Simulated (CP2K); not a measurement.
Wanted: the native input for a CP2K 2026.2 run.

```yaml
Task: band structure
Functional: LDA
Potentials_or_basis: GTH_POTENTIALS Bi GTH-PADE-q5, Te GTH-PADE-q6; TZVP-MOLOPT-PBE-GTH basis
Density_cutoff: 6123 eV
k_mesh: 7 × 7 × 7
Occupations: fermi-dirac, width 0.01 eV
Spin: no spin polarisation
SCF_solver: diagonalisation with k points
Quickstep_method: GPW
EPS_DEFAULT: 1.0E-9
EPS_SCF: 1.0E-6
MAX_SCF: 100
SCF_GUESS: ATOMIC
k_points_reduced_by_the_point_group: yes
Mesh_centred_on_Gamma: yes
CHOLESKY: OFF
EPS_EIGVAL: 1.0E-7
MIXING_METHOD: BROYDEN_MIXING
MIXING_ALPHA: 0.4
NBUFFER: 8
NGRIDS: 5
Basis_sets: Bi TZVP-MOLOPT-PBE-GTH-q5, Te TZVP-MOLOPT-PBE-GTH-q6
Potentials: Bi GTH-PADE-q5 of GTH_POTENTIALS, Te GTH-PADE-q6 of GTH_POTENTIALS
ADDED_MOS: "[16]"
Points_a_segment_of_the_path_NPOINTS: 8
Bands_added_on_the_path: 2
REL_CUTOFF_Ry: 60 Ry
MIXING_BETA_1/bohr: 1.5 1/bohr
CUTOFF_of_the_grids: 450 Ry
```

Crystal: Bi2Te3 (Tellurobismuthite).

```
CELL_PARAMETERS angstrom
10.47631 0.00000 0.00000
9.55819 4.28883 0.00000
9.55819 2.04614 3.76926
ATOMIC_POSITIONS crystal
Bi 0.60000 0.60000 0.60000
Bi 0.40000 0.40000 0.40000
Te 0.79050 0.79050 0.79050
Te 0.20950 0.20950 0.20950
Te 0.00000 0.00000 0.00000
```

One way to write it, as run:

bi2te3_bands.inp

```
&GLOBAL
  PROJECT bi2te3_bands
  RUN_TYPE ENERGY_FORCE
  PRINT_LEVEL LOW
&END GLOBAL
&FORCE_EVAL
  METHOD QS
  STRESS_TENSOR ANALYTICAL
  &DFT
    BASIS_SET_FILE_NAME BASIS_MOLOPT_UZH
    POTENTIAL_FILE_NAME GTH_POTENTIALS
    &MGRID
      CUTOFF 450
      REL_CUTOFF 60
      NGRIDS 5
    &END MGRID
    &QS
      METHOD GPW
      EPS_DEFAULT 1.0E-9
    &END QS
    &KPOINTS
      SCHEME MONKHORST-PACK 7 7 7
      GAMMA_CENTERED T
      SYMMETRY T
      SYMMETRY_BACKEND SPGLIB
    &END KPOINTS
    &SCF
      SCF_GUESS ATOMIC
      EPS_SCF 1.0E-6
      MAX_SCF 100
      ADDED_MOS 16
      CHOLESKY OFF
      EPS_EIGVAL 1.0E-7
      &DIAGONALIZATION ON
        ALGORITHM STANDARD
      &END DIAGONALIZATION
      &MIXING ON
        METHOD BROYDEN_MIXING
        ALPHA 0.4
        BETA 1.5
        NBUFFER 8
      &END MIXING
      &SMEAR ON
        METHOD FERMI_DIRAC
        ELECTRONIC_TEMPERATURE [K] 116.045
      &END SMEAR
    &END SCF
    &XC
      &XC_FUNCTIONAL
        &LDA_X
        &END LDA_X
        &LDA_C_PW
        &END LDA_C_PW
      &END XC_FUNCTIONAL
    &END XC
    &PRINT
      &KPOINTS ON
      &END KPOINTS
      &MULLIKEN ON
      &END MULLIKEN
      &MO ON
        ENERGIES T
        OCCUPATION_NUMBERS T
        &EACH
          QS_SCF 0
        &END EACH
        ADD_LAST NUMERIC
      &END MO
      &LOWDIN ON
      &END LOWDIN
      &HIRSHFELD ON
        SHAPE_FUNCTION DENSITY
      &END HIRSHFELD
      &BAND_STRUCTURE
        FILE_NAME bands.bs
        ADDED_MOS 2
        &KPOINT_SET
          UNITS B_VECTOR
          NPOINTS 8
          SPECIAL_POINT GAMMA 0.00000000 0.00000000 0.00000000
          SPECIAL_POINT L 0.50000000 0.00000000 0.00000000
          SPECIAL_POINT B1 0.50000000 0.17700839 -0.17700839
        &END KPOINT_SET
        &KPOINT_SET
          UNITS B_VECTOR
          NPOINTS 8
          SPECIAL_POINT B 0.82299161 0.50000000 0.17700839
          SPECIAL_POINT Z 0.50000000 0.50000000 0.50000000
          SPECIAL_POINT GAMMA 0.00000000 0.00000000 0.00000000
          SPECIAL_POINT X 0.33850420 0.00000000 -0.33850420
        &END KPOINT_SET
        &KPOINT_SET
          UNITS B_VECTOR
          NPOINTS 8
          SPECIAL_POINT Q 0.66149580 0.33850420 0.00000000
          SPECIAL_POINT F 0.50000000 0.50000000 0.00000000
          SPECIAL_POINT P1 0.66149580 0.66149580 0.17700839
          SPECIAL_POINT Z 0.50000000 0.50000000 0.50000000
        &END KPOINT_SET
        &KPOINT_SET
          UNITS B_VECTOR
          NPOINTS 8
          SPECIAL_POINT L 0.50000000 0.00000000 0.00000000
          SPECIAL_POINT P 0.82299161 0.33850420 0.33850420
        &END KPOINT_SET
      &END BAND_STRUCTURE
    &END PRINT
  &END DFT
  &SUBSYS
    &CELL
      ABC 10.4763118882 10.4763118882 10.4763118882
      ALPHA_BETA_GAMMA 24.1661116378 24.1661116377 24.1661116378
      PERIODIC XYZ
    &END CELL
    &COORD
      Bi  17.7556189417 3.8009829967 2.2615586432
      Bi  11.8370792945 2.5339886645 1.5077057622
      Te  23.3930279557 5.0077950982 2.9796035125
      Te  6.1996702805 1.3271765630 0.7896608929
      Te  0.0000000000 0.0000000000 0.0000000000
    &END COORD
    &KIND Bi
      BASIS_SET TZVP-MOLOPT-PBE-GTH-q5
      POTENTIAL GTH-PADE-q5
    &END KIND
    &KIND Te
      BASIS_SET TZVP-MOLOPT-PBE-GTH-q6
      POTENTIAL GTH-PADE-q6
    &END KIND
    &PRINT
      &ATOMIC_COORDINATES ON
      &END ATOMIC_COORDINATES
      &CELL ON
      &END CELL
    &END PRINT
  &END SUBSYS
  &PRINT
    &FORCES ON
    &END FORCES
    &STRESS_TENSOR ON
    &END STRESS_TENSOR
  &END PRINT
&END FORCE_EVAL
```

Potentials or basis: GTH_POTENTIALS Bi GTH-PADE-q5, Te GTH-PADE-q6; TZVP-MOLOPT-PBE-GTH basis.

Launch:

```bash
$ OMP_NUM_THREADS=2 cp2k.psmp -i bi2te3_bands.inp -o bi2te3_bands.out
```

It gave:

```
Pressure                : -1.4 GPa
Largest force           : 0.181 eV/Å
Band gap on the k mesh  : 0.23 eV, direct
Band gap along the path : 0.23 eV, direct
Mulliken charges        : Bi +0.43; Te -0.21, -0.44 e
Hirshfeld charges       : Bi +0.15; Te -0.08, -0.15 e
```

Caveat: Mulliken charges move with the basis; spin-orbit coupling is left out, which as a rule narrows the gap of such compounds by several tenths of an eV; the basis of atomic orbitals isn't converged, which shifts pressures, moduli and gaps.

Run time: 59 s on 2 threads of Arm Neoverse V1, on a shared host, peak memory 1.8 GiB.
